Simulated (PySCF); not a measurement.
# FeOOH: structure of the quartet

Where does quartet FeOOH go from a bent start, is the end point a minimum, and what are its modes, charges and moments?

The runs use PySCF 2.14.0; PBE0, basis Fe def2-SVP, O def2-SVP, H def2-SVP, no relativity, density fitting.

### 1 The system as given

4 atoms, charge 0, spin multiplicity 4.

Bond lengths: Fe1–O2 1.660 Å, Fe1–O3 1.790 Å, O3–H4 0.960 Å. Angles: O2–Fe1–O3 110.0°, Fe1–O3–H4 130.0°.

```xyz
4
charge 0 multiplicity 4
Fe    0.0000    0.0000    0.0000
O     1.3598    0.0000    0.9521
O    -1.4663    0.0000    1.0267
H    -1.9718    0.7354    1.3806
```

### 2 The SCF at the typed geometry

The steps below are one call of a driver around PySCF. For each, scf.py gives the equivalent set-up of the SCF; relaxations use the driver's own optimiser. After this first run the driver tries any further starts and a stability analysis.

The input, scf.py:

```python
from pyscf import gto, scf, dft
mol = gto.M(atom='''
Fe     0.000000     0.000000     0.000000
O      1.359800     0.000000     0.952100
O     -1.466300     0.000000     1.026700
H     -1.971800     0.735400     1.380600''',
    basis={'Fe': 'def2-SVP', 'O': 'def2-SVP', 'H': 'def2-SVP'},
    charge=0, spin=3)
mf = dft.UKS(mol, xc='PBE0')
mf.grids.atom_grid = (50, 194)
aux = {'Fe': 'def2-universal-JKFIT', 'O': 'def2-universal-JKFIT', 'H': 'def2-universal-JKFIT'}
mf = mf.density_fit(auxbasis=aux)
mf.conv_tol = 1e-08
mf.diis_space = 10
mf.max_cycle = 60
mf.init_guess = 'minao'
mf.verbose = 4
mf.kernel()
```

Started as:

```bash
$ OMP_NUM_THREADS=2 python axn.py task.json out
```

Output (excerpt; [...] marks lines left out):

```text
[... the frontier levels of the middle cycles are left out ...]
init E= -1412.92660692921
[... the frontier-level lines of each cycle are left out ...]
cycle= 1 E= -1402.62004777684  delta_E= 10.3  |g|= 2.83  |ddm|=  7.7
cycle= 2 E= -1380.33193919107  delta_E= 22.3  |g|= 5.44  |ddm|=  8.3
cycle= 3 E= -1403.39573601157  delta_E= -23.1  |g|= 3.96  |ddm|= 5.27
cycle= 4 E= -1403.2831270208  delta_E= 0.113  |g|= 4.13  |ddm|=  2.1
cycle= 5 E= -1405.77316230471  delta_E= -2.49  |g|= 3.84  |ddm|=  1.9
cycle= 6 E= -1405.05989893375  delta_E= 0.713  |g|=  3.9  |ddm|= 0.428
cycle= 7 E= -1404.97338482394  delta_E= 0.0865  |g|= 3.89  |ddm|= 0.23
cycle= 8 E= -1405.05375613335  delta_E= -0.0804  |g|= 3.88  |ddm|= 0.225
cycle= 9 E= -1404.99947713138  delta_E= 0.0543  |g|= 3.89  |ddm|= 0.409
cycle= 10 E= -1404.96486954583  delta_E= 0.0346  |g|=  3.9  |ddm|= 0.381
cycle= 11 E= -1404.98080924831  delta_E= -0.0159  |g|=  3.9  |ddm|= 0.0403
cycle= 12 E= -1357.46844370197  delta_E= 47.5  |g|= 10.8  |ddm|= 11.5
cycle= 13 E= -1400.19841487329  delta_E= -42.7  |g|= 3.78  |ddm|= 9.41
cycle= 14 E= -1406.94905707781  delta_E= -6.75  |g|= 3.69  |ddm|= 6.49
[... 46 cycles left out ...]
SCF not converged.
init E= -1412.92660692921
[... 20 cycles left out ...]
SCF not converged.
init E= -1414.02844202964
[... 16 cycles left out ...]
cycle= 17 E= -1414.03154820492  delta_E= -9.14e-06  |g|= 0.000714  |ddm|= 0.00832
cycle= 18 E= -1414.03155348675  delta_E= -5.28e-06  |g|= 0.000692  |ddm|= 0.00462
cycle= 19 E= -1414.03155635651  delta_E= -2.87e-06  |g|= 0.000717  |ddm|= 0.00254
cycle= 20 E= -1414.03155365619  delta_E= 2.7e-06  |g|= 0.00082  |ddm|= 0.00234
cycle= 21 E= -1414.03155678213  delta_E= -3.13e-06  |g|= 0.00072  |ddm|= 0.0027
cycle= 22 E= -1414.03155868736  delta_E= -1.91e-06  |g|= 0.000734  |ddm|= 0.00167
cycle= 23 E= -1414.0315517469  delta_E= 6.94e-06  |g|= 0.000919  |ddm|= 0.00594
cycle= 24 E= -1414.03155026148  delta_E= 1.49e-06  |g|= 0.0008  |ddm|= 0.00138
cycle= 25 E= -1414.03154886183  delta_E= 1.4e-06  |g|= 0.000791  |ddm|= 0.00128
cycle= 26 E= -1414.03154586141  delta_E= 3e-06  |g|= 0.000821  |ddm|= 0.00273
cycle= 27 E= -1414.03154445893  delta_E= 1.4e-06  |g|= 0.000786  |ddm|= 0.0013
cycle= 28 E= -1414.03153674486  delta_E= 7.71e-06  |g|= 0.000928  |ddm|= 0.0069
cycle= 29 E= -1414.03153017724  delta_E= 6.57e-06  |g|= 0.000915  |ddm|= 0.00597
cycle= 30 E= -1414.03152345116  delta_E= 6.73e-06  |g|= 0.000892  |ddm|= 0.00624
SCF not converged.
macro= 0  E= -1414.03194479564  delta_E= -0.000421344  |g|= 0.000892251  2 KF 14 JK
macro= 1  E= -1414.0324243184  delta_E= -0.000479523  |g|= 0.00306935  4 KF 17 JK
macro= 2  E= -1414.03285259892  delta_E= -0.000428281  |g|= 0.00424643  3 KF 12 JK
macro= 3  E= -1414.03285628724  delta_E= -3.68832e-06  |g|= 0.000198291  3 KF 20 JK
macro= 4  E= -1414.03285628724  delta_E= -6.82121e-12  |g|= 2.55489e-05  1 KF 2 JK
macro X = 5  E=-1414.03285628724  |g|= 2.55489e-05  total 14 KF 71 JK
converged SCF energy = -1414.03285628724  <S^2> = 4.184302  2S+1 = 4.2115565
```

This step, with its further starts and checks, needed 64 s of wall time on 2 threads of Arm Neoverse N1, shared host.

Energies from each starting density:

```
                      start   energy (Eh)
    the minimal-basis guess  -1414.032856
a thermally smeared density  -1414.032856
      a smeared PBE density  -1414.032856
```

Where DIIS stalls, the driver goes on with a level shift of 0.3 Eh and then with a second-order solver.

No lower solution of this spin turned up from the other starts or in the test of internal stability.

### 3 Relaxing the quartet from the bent start

The program finds C1 symmetry in the start.

Edit scf.py of step 2 so:

```diff
@@ -3,4 +3,4 @@
-Fe     0.000000     0.000000     0.000000
-O      1.359800     0.000000     0.952100
-O     -1.466300     0.000000     1.026700
-H     -1.971800     0.735400     1.380600''',
+Fe     0.041500    -0.008334    -0.371541
+O      1.401300    -0.008334     0.580559
+O     -1.424800    -0.008334     0.655159
+H     -1.930300     0.727066     1.009059''',
@@ -16 +15,0 @@
-mf.init_guess = 'minao'
```

Steps of the walk:

```
step   energy (Eh)  change (kJ/mol)  largest gradient (Eh/bohr)
   0  -1414.032856             0.00                     0.04751
   1  -1414.040953           -21.26                     0.03264
   2  -1414.046427           -35.63                     0.01918
   3  -1414.047853           -39.37                     0.00918
   4  -1414.048316           -40.59                     0.00287
   5  -1414.048638           -41.43                     0.00353
   6  -1414.048998           -42.38                     0.00304
   7  -1414.049526           -43.77                     0.00457
   8  -1414.050162           -45.44                     0.00780
   9  -1414.050326           -45.87                     0.01598
  10  -1414.051073           -47.83                     0.00942
  11  -1414.051817           -49.78                     0.00889
  12  -1414.052324           -51.11                     0.00957
  13  -1414.052634           -51.93                     0.00433
  14  -1414.052785           -52.32                     0.00273
  15  -1414.052885           -52.59                     0.00570
  16  -1414.052963           -52.79                     0.00150
  17  -1414.052991           -52.86                     0.00081
  18  -1414.052998           -52.88                     0.00015
  19  -1414.052998           -52.88                     0.00005
```

The walk took 2 min.

Geometry (Å) and forces (eV/Å) at some steps:

```
step 0
Fe   0.042  -0.008  -0.372   0.369   0.096   2.443
O    1.401  -0.008   0.581  -0.682   0.024  -1.372
O   -1.425  -0.008   0.655   0.140  -0.283  -1.015
H   -1.930   0.727   1.009   0.173   0.162  -0.056
step 1
Fe   0.045  -0.031  -0.302   0.459   0.122   1.677
O    1.426   0.014   0.553  -0.700  -0.016  -0.991
O   -1.489  -0.018   0.580  -0.223   0.348  -0.351
H   -1.895   0.737   1.043   0.464  -0.454  -0.334
step 10
Fe   0.060   0.003   0.097   0.483  -0.024   0.242
O    1.782  -0.047   0.300  -0.446  -0.014  -0.176
O   -1.669   0.043   0.460   0.151  -0.040  -0.128
H   -2.085   0.703   1.016  -0.188   0.079   0.062
step 19
Fe   0.129   0.009   0.329  -0.001   0.004  -0.007
O    1.831  -0.091   0.138   0.000  -0.009   0.005
O   -1.617   0.133   0.458  -0.002   0.013  -0.011
H   -2.256   0.652   0.948   0.003  -0.009   0.013
```

After 19 steps and 52.9 kJ/mol it ends at C1: Fe–O 1.715 Å, Fe–O 1.755 Å, O–H 0.958 Å; Fe–O–H 137.7°, O–Fe–O 177.7°.

### 4 Vibrations and properties at this point

The point is checked on the finer grid, and tightened if its gradient asks for it. The Hessian and the dipole derivatives come from central differences of analytic gradients, with steps of 0.02 bohr.

Edit scf.py of step 3 so:

```diff
@@ -3,4 +3,4 @@
-Fe     0.041500    -0.008334    -0.371541
-O      1.401300    -0.008334     0.580559
-O     -1.424800    -0.008334     0.655159
-H     -1.930300     0.727066     1.009059''',
+Fe     0.033618    -0.016859     0.002659
+O      1.736326    -0.107652    -0.185753
+O     -1.712193     0.111893     0.131838
+H     -2.346789     0.633276     0.624767''',
@@ -10 +10 @@
-mf.grids.atom_grid = (50, 194)
+mf.grids.atom_grid = (75, 302)
@@ -13 +13 @@
-mf.conv_tol = 1e-08
+mf.conv_tol = 1e-10
```

This SCF starts from the last density.

Log of the central SCF (cycles and frontier levels):

```text
init E= -1414.05293080822
[... the frontier-level lines of each cycle are left out ...]
cycle= 1 E= -1414.05293080823  delta_E= -5.68e-12  |g|= 1.1e-06  |ddm|= 3.36e-06
Extra cycle  E= -1414.05293080823  delta_E= -5.68e-12  |g|= 2.17e-06  |ddm|= 3.49e-06
converged SCF energy = -1414.05293080823  <S^2> = 4.4625037  2S+1 = 4.3416604
```

The whole step took 2.3 min.

Geometry: C1; Fe–O 1.716 Å, Fe–O 1.755 Å, O–H 0.958 Å; Fe–O–H 137.5°, O–Fe–O 177.6°.

Modes, for the most abundant isotopes:

```tsv
symmetry	ω (cm⁻¹)	IR (km/mol)	μ (u)
a	108	41.0	16.98
a	152	35.2	5.47
a	356	191	1.26
a	552	1.8	11.24
a	772	110	9.95
a	3986	153	1.07
```

All wavenumbers are real: a minimum.

Properties at this point:

* Dipole moment: 2.29 D
* Highest occupied level: -7.19 eV
* Lowest empty level: -3.21 eV
* Rotational constants: 41.08, 0.1647, 0.1641 cm⁻¹
* Zero-point energy: 35.4 kJ/mol
* Principal polarisabilities: 16.2, 16.8, 44.1 bohr³
* Atomisation energy without zero-point energy: 1164 kJ/mol
* Principal traceless quadrupole moments about the centre of mass: -9.65, 3.99, 5.67 D Å
* Entropy at 298.15 K and 1 bar (electronic part: spin only): 292.6 J/(mol K)
* Heat capacity Cp at 298.15 K: 63.5 J/(mol K)
* Enthalpy at 298.15 K above 0 K: 15.14 kJ/mol
* Rotational symmetry number: 1
* Spin squared ⟨S²⟩: 4.463

Charges (e) and bond orders:

```tsv
atom	Mulliken	Löwdin	polar tensor	spin (Mulliken)	Mayer order to Fe1
Fe1	0.89	0.61	1.08	3.68	–
O2	-0.48	-0.33	-0.43	-0.75	1.21
O3	-0.60	-0.35	-0.99	0.07	0.94
H4	0.19	0.07	0.34	0.01	0.02
```

Mulliken populations on Fe1: s 6.48, p 12.37, d 6.27, f 0.00.

### 5 Outcome

| quantity | value |
| --- | --- |
| minimum | broken-symmetry (Ms = 3/2), C1 |
| geometry | Fe–O 1.716 Å, Fe–O 1.755 Å, O–H 0.958 Å; Fe–O–H 137.5°, O–Fe–O 177.6° |
| wavenumbers (cm⁻¹) | 108 (a), 152 (a), 356 (a), 552 (a), 772 (a), 3986 (a) |
| dipole moment | 2.29 D |
| highest occupied, lowest empty level (either spin) | -7.19, -3.21 eV |
| polar-tensor charge of Fe1 | +1.08 e |
| zero-point energy | 35.4 kJ/mol |
| entropy at 298.15 K | 292.6 J/(mol K) |
| atomisation energy (no zero-point energy) | 1164 kJ/mol |
| ⟨S²⟩ | 4.463 |

The bent start ends in a minimum without symmetry. The determinant is spin-contaminated (⟨S²⟩ = 4.46 against 3.75), so it is no pure spin state. In the infrared the band at 356 cm⁻¹ (a) leads. Other starts or spin states, not run here, may lie lower. Open d and f shells are described by one determinant, and the ground state may have another occupation or spin.

The search up to here took 5.4 min.
